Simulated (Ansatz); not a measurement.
# ZnS (triplet): the correlation ladder, def2-SVP

Aim: climb from Hartree-Fock through coupled cluster and multireference methods for ZnS (triplet) at one geometry and basis, and see what each rung misses.

Method: def2-SVP, core rule «outside noble gas», up to 14 orbitals frozen; program: Ansatz 0.2.0, Gaussian basis.

The runs, in order: UHF; CCSD(T) on ROHF; CCSD(T) on UHF; CISD; CCSDT(Q) on ROHF; CCSDT(Q) on UHF; CASSCF and MRCISD+Q, 18 electrons in 10 orbitals; CASSCF and NEVPT2, 18 electrons in 10 orbitals.

2 further runs of the same task are left out: 2 set aside as unsound or not needed.

## (1) The system

The geometry is a PBE0/def2-TZVP stationary point (not a proven minimum) of the parent state, kept for this charge and spin.

2 atoms, charge 0, spin multiplicity 3.

Atoms are counted from 1 here; the program's logs count them from 0.

Bond lengths: Zn1–S2 2.056 Å.

## (2) UHF

File in.yaml:

```yaml
crystal:
  periodic: [false, false, false]
  atoms:
    - {symbol: Zn, position_ang: [0.000000, 0.000000, 0.000000]}
    - {symbol: S, position_ang: [0.000000, 0.000000, 2.056000]}
basis:
  gaussian: {orbitals: def2-SVP}
magnetization: {spin_polarized: true, initial_magnetization: 2}
hamiltonian: {xc: hf}
output: {orbitals: {seedname: orbitals}}
```

On the command line:

```
> ansatz run in.yaml --threads 1 --pin off --events-out ev --progress --plain --max-ram 2816MiB --backend cpu
```

Further steps of the session: CCSD(T) on ROHF; CCSD(T) on UHF; CISD; CCSDT(Q) on ROHF; CCSDT(Q) on UHF; CASSCF and MRCISD+Q, 18 electrons in 10 orbitals; CASSCF and NEVPT2, 18 electrons in 10 orbitals.

Before running them: what should the planned runs give, taken together? Wanted: UCCSDT(Q) below the RHF energy; RMP2 from UCCSDT(Q); UMP2 from UCCSDT(Q); RCCSD from UCCSDT(Q); RCCSD(T) from UCCSDT(Q); UCCSD(T) from UCCSDT(Q); RCCSDT(Q) from UCCSDT(Q); NEVPT2 valence from UCCSDT(Q); MRCISD+Q valence from UCCSDT(Q).

**Answer**, as computed:

| quantity | value |
| --- | --- |
| UCCSDT(Q) below the RHF energy | -10.7200 eV |
| RMP2 from UCCSDT(Q) | +171.2 meV |
| UMP2 from UCCSDT(Q) | +171.9 meV |
| RCCSD from UCCSDT(Q) | +265.2 meV |
| RCCSD(T) from UCCSDT(Q) | -18.0 meV |
| UCCSD(T) from UCCSDT(Q) | -18.9 meV |
| RCCSDT(Q) from UCCSDT(Q) | +4.0 meV |
| NEVPT2 valence from UCCSDT(Q) | +1545.7 meV |
| MRCISD+Q valence from UCCSDT(Q) | +304.9 meV |
| levels within 1 kcal/mol (43 meV) | RCCSD(T), UCCSD(T), RCCSDT, UCCSDT, RCCSDT(Q) |
| T1 diagnostic | 0.020 |
| effectively unpaired electrons | 2.00 |

What this shows: RCCSD(T) lands -18.0 meV from the yardstick (0.2 % of the correlation energy). One determinant dominates. Of the multireference levels listed MRCISD+Q valence comes nearest in total energy (+304.9 meV), which doesn't show that its space is the better one. These misses are within one basis, not against nature; the frozen cores of restricted and unrestricted runs differ, which can shift their rows.
